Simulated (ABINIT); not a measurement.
A run of ABINIT 10.8.3 (patched build) is set up as follows.

run.abi

```
# Datasets: ground state, then fixed potential
ndtset 2

# Pseudopotentials
pp_dirpath "./"
pseudos "Sn.GGA_PBE-JTH.xml, Se.GGA_PBE-JTH.xml"

# Structure
acell 3*1.0
rprim
     7.2017462609     0.0000000000     0.0000000000
    -3.6008731305     6.2368952135     0.0000000000
     0.0000000000     0.0000000000    11.5953595007
ntypat 2
znucl 50 34
natom 3
typat 1 2 2
xred
     0.0000000000     0.0000000000     0.0000000000
     0.6666666667     0.3333333333     0.7510000000
     0.3333333333     0.6666666667     0.2490000000

# Plane-wave basis
ecut 707.496042 eV
pawecutdg 48.0
pawxcdev 0

# Exchange and correlation
ixc -116133

# Bands and occupations
occopt 3
tsmear 0.00183747

# SCF cycle
nstep 100

# Output
iomode 3
prtwf 0
prteig 0
prtebands 0
enunit 1
prtden1 1
prtvha1 1
prtvclmb1 1
prtpot1 1

# Dataset 1
kptopt1 1
ngkpt1 8 8 5
nshiftk1 1
shiftk1 0.0 0.0 0.0
nband1 17
tolvrs1 1.0e-9

# Dataset 2: bands along G-M-K-G-A-L-H-A
iscf2 -2
getden2 1
nband2 23
nbdbuf2 4
tolwfr2 1.0e-11
kptopt2 -7
ndivsm2 6
prteig2 1
prtvol2 -3
kptbounds2
     0.0000000000     0.0000000000     0.0000000000
     0.5000000000     0.0000000000     0.0000000000
     0.3333333333     0.3333333333     0.0000000000
     0.0000000000     0.0000000000     0.0000000000
     0.0000000000     0.0000000000     0.5000000000
     0.5000000000     0.0000000000     0.5000000000
     0.3333333333     0.3333333333     0.5000000000
     0.0000000000     0.0000000000     0.5000000000
```

Potentials or basis: JTH PAW PBE v2.0.

Run with:

```bash
$ abinit run.abi > log 2>&1
```

Q: Estimate the band gap on the k mesh.

A: 0.74 eV, indirect (least direct gap 1.01 eV).

Q: What does it give for the pressure?

A: 2.3 GPa.

Q: Estimate the band gap along the path.

A: 0.77 eV, indirect (least direct gap 1.01 eV).

Q: What does it give for the largest force?

A: 0.608 eV/Å.

Stress tensor (GPa, compression positive):
```
1.72 0.00 0.00
0.00 1.72 0.00
0.00 0.00 3.56
```

Caveat: the PAW data sets were made with another functional, which shifts forces and pressure a little; spin-orbit coupling is left out, which moves the levels of the heavy elements; this functional lacks dispersion, which binds the layers, so the pressure and a relaxed spacing across them are unreliable.
